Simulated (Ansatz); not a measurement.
Consider a test of the smearing width of ZnSn3, space group Fm-3m (the Python package of Ansatz (0.2.0)).

`znsn3_smear.py`
```python
'''Smearing width test for ZnSn3.'''

import warnings

import ansatz as az


def main() -> None:
    warnings.simplefilter('ignore', az.DeckWarning)

    system = (
        az.Lattice.of((0.0, 3.700694, 3.700694), (3.700694, 0.0, 3.700694), (3.700694, 3.700694, 0.0))
        .atom('Zn', (0.0, 0.0, 0.0))
        .atom('Sn', (0.25, 0.25, 0.25))
        .atom('Sn', (0.75, 0.75, 0.75))
        .atom('Sn', (0.5, 0.5, 0.5))
    )

    model = (
        system.calculation()
        .pseudopotentials('nc')
        .scf(tolerance=1e-07, extra_bands=12)
        .functional(az.Functional.R2SCAN, dispersion='d4')
        .mixing('anderson', beta=0.1)
        .kpoints(4, 4, 4)
        .forces()
        .stress()
    )

    rows = []
    for value in [0.3, 0.2, 0.1, 0.05]:
        report = model.occupations('cold', width=value).run().report
        rows.append((value, report['free_energy_ev'] / len(report['lattice']['sites']), report['n_iterations'], sum(report['stress_gpa'][i][i] for i in range(3)) / 3, max(abs(f) for row in report['forces_ev_ang'] for f in row), report['n_kpoints']))

    print('  width (eV)   F/atom (eV)    iterations       P (GPa)  max component (eV/A)      k-points')
    for row in rows:
        print(f'{str(row[0]):>12s}  {row[1]:12.5f}  {row[2]:12d}  {row[3]:12.3f}  {row[4]:20.4f}  {row[5]:12d}')

    # differences from the last row
    for row in rows[:-1]:
        shift = 1000 * (row[1] - rows[-1][1])
        print(f'{row[0]}: {shift:+.2f} meV/atom' + ('  (within 2 meV)' if abs(shift) < 2 else ''))


if __name__ == '__main__':
    main()
```

How much does the free energy per atom change between the narrowest and the widest smearing, and why?

Going from 0.05 to 0.3 eV changes F by -1.8 meV an atom. This scheme is built to cancel the term in the square of the width, so the shifts stay small and are partly the mesh's error. The pressure moves from -1.68 to -1.75 GPa.

The output:

Output of `python znsn3_smear.py`:
```text
  width (eV)   F/atom (eV)    iterations       P (GPa)  max component (eV/A)      k-points
         0.3   -3321.85810            17        -1.754                0.0000             8
         0.2   -3321.85761            16        -1.755                0.0000             8
         0.1   -3321.85653            16        -1.695                0.0000             8
        0.05   -3321.85626            17        -1.676                0.0000             8
0.3: -1.84 meV/atom  (within 2 meV)
0.2: -1.35 meV/atom  (within 2 meV)
0.1: -0.27 meV/atom  (within 2 meV)
```

What to keep in mind:
- Such functionals run on norm-conserving files made under PBE, which can move pressures by some GPa.
- Dispersion corrections can be off by several per cent in the lattices of metals, and by several GPa in the pressure at a fixed cell.
- The mesh is modest for a metal, so energies can be off by several to tens of meV an atom and pressures by half a GPa or more; differences at equal mesh fare better.
- The program warned that this SCF threshold is loose for forces or stresses.
- Forces vanish by symmetry here and test nothing.
- The narrowest width needs the finest mesh, so the last row is no converged reference.
- Pressure is positive in compression.
- The structure comes from a database of computed cells and needn't be a stable or known phase.
- The script silences the warnings on its input, which a real study should read.
- Hardware and time: 110 s on 1 thread of Intel(R) Xeon(R) Processor @ 2.30GHz (shared host), peak memory 1.8 GiB.
